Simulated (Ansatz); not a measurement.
**GeCN2 under changes of volume**

One of the cells (13.716 Å³/atom); the others are scaled copies at fixed shape and fractional positions:

```xyz
4
Lattice="1.7938 1.0356 4.9220 -1.7938 1.0356 4.9220 0.0000 -2.0713 4.9220" Properties=species:S:1:pos:R:3 pbc="T T T"
Ge    0.0000    0.0000    0.0000
N     0.0000    0.0000    8.6219
N     0.0000    0.0000    6.1440
C     0.0000    0.0000    7.3829
```

The cell comes from a database or a generator and needn't be the stable form of this composition.

```yaml
Program: Ansatz 0.2.0
Functional: PBEsol
Potentials_or_basis: all-electron LAPW, scalar-relativistic
Cutoff: 734 eV (chosen from the basis error)
Basis_error_allowed: 0.001 eV/atom
k_mesh: 9 × 9 × 9
Occupations: fermi-dirac, width 0.05 eV
Spin: no spin polarisation
```

```csv
volume (Å³/atom),energy over the lowest point (meV/atom),pressure (GPa),gap on the mesh (eV),largest force (eV/Å)
12.893,7.80,5.4,0.85,1.941
13.167,1.29,2.2,0.90,1.265
13.441,0.00,-0.7,0.96,0.634
13.716,?,?,?,?
13.990,11.16,-5.7,1.05,0.505
14.264,22.76,-7.8,1.09,1.018
14.538,37.89,-9.8,1.13,1.497
```

Q: What does the run at 13.716 Å³/atom give?

A: Energy over the lowest point 3.44 meV/atom; pressure -3.3 GPa; gap on the mesh 1.00 eV; largest force 0.045 eV/Å.

Worked out: A Birch-Murnaghan fit of order 3 (a polynomial in V^(-2/3)) to the other rows has its minimum at 13.38 Å³/atom with B0 = V·E''(V) = 138 GPa and B' = 3.8 at fixed shape and positions, which overstates the stiffness. It gives 3.44 meV/atom at 13.716 Å³/atom, against the run's 3.44, and -dE/dV = -3.3 GPa, against -3.3. A straight line through the other rows of the gap, of slope 2.34 eV per unit of ln V, gives 1.00 eV, against the run's 1.00.

Energies are extrapolated to zero smearing.

Caveats: an odd mesh through Γ misses points on the zone boundary, where band edges often lie; forces of over 1 eV/Å show positions far from the minimum, so gaps and moduli don't describe the material at rest (some runs). Spin-orbit coupling on Ge is left out.
